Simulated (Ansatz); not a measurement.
# GeHF (singlet): from Hartree-Fock to the top rungs, cc-pVDZ

How much of the correlation energy of GeHF (singlet) does each wave-function method recover here?

Method: cc-pVDZ, core rule «outside noble gas», up to 15 orbitals frozen; program: Ansatz 0.2.0, Gaussian basis.

Plan: UHF; CCSD(T) on RHF; CCSD(T) on UHF; BCCD(T) on RHF; CISD; CCSDT(Q) on RHF; CCSDT(Q) on UHF; CCSDTQ on RHF; CCSDTQ on UHF.

13 further runs of the same task are left out: 9 for a known fault of the program, 4 set aside as unsound or not needed.

### 1 What is computed

The geometry is a PBE0/def2-TZVP stationary point (not a proven minimum) of the parent state, kept for this charge and spin. No spin-orbit coupling is included. The filled d shell of Ge may be among the frozen orbitals whatever the setting's name suggests; the logs give the count.

3 atoms, charge 0, spin multiplicity 1.

Atoms are counted from 1 here; the program's logs count them from 0.

Bond lengths: Ge1–F2 1.745 Å, Ge1–H3 1.562 Å. Angles: F2–Ge1–H3 113.0°.

Geometry (Å):

```xyz
3

Ge    0.0000   -0.0395    0.3494
F     0.0000    0.0792   -1.3917
H     0.0000    1.3536    1.0549
```

### 2 UHF

Input file in.yaml:

```yaml
crystal:
  periodic: [false, false, false]
  atoms:
    - {symbol: Ge, position_ang: [0.000000, -0.039495, 0.349357]}
    - {symbol: F, position_ang: [0.000000, 0.079196, -1.391730]}
    - {symbol: H, position_ang: [0.000000, 1.353574, 1.054945]}
basis:
  gaussian: {orbitals: cc-pVDZ}
magnetization: {spin_polarized: true, initial_magnetization: 0}
hamiltonian: {xc: hf}
output: {orbitals: {seedname: orbitals}}
```

On the command line:

```bash
ansatz run in.yaml --threads 1 --pin off --events-out ev --progress --plain --max-ram 4096MiB --backend cpu
```

Further steps of the session: CCSD(T) on RHF; CCSD(T) on UHF; BCCD(T) on RHF; CISD; CCSDT(Q) on RHF; CCSDT(Q) on UHF; CCSDTQ on RHF; CCSDTQ on UHF.

Before running them: what should the planned runs give, taken together? Wanted: RCCSDTQ below the RHF energy; RMP2 from RCCSDTQ; RCCSD from RCCSDTQ; RCCSD(T) from RCCSDTQ; RCCSDT(Q) from RCCSDTQ; T1 diagnostic.

As calculated:

| quantity | value |
| --- | --- |
| RCCSDTQ below the RHF energy | -7.9845 eV |
| RMP2 from RCCSDTQ | +15.89 kcal/mol |
| RCCSD from RCCSDTQ | +4.33 kcal/mol |
| RCCSD(T) from RCCSDTQ | +0.75 kcal/mol |
| RCCSDT(Q) from RCCSDTQ | -0.05 kcal/mol |
| levels within 1 kcal/mol (43 meV) | RCCSD(T), BCCD(T), RCCSDT, RCCSDT(Q) |
| T1 diagnostic | 0.018 |

**Reading.** RCCSD(T) misses by +0.75 kcal/mol, 0.4 % of the correlation energy. These misses are within one basis, not against nature.
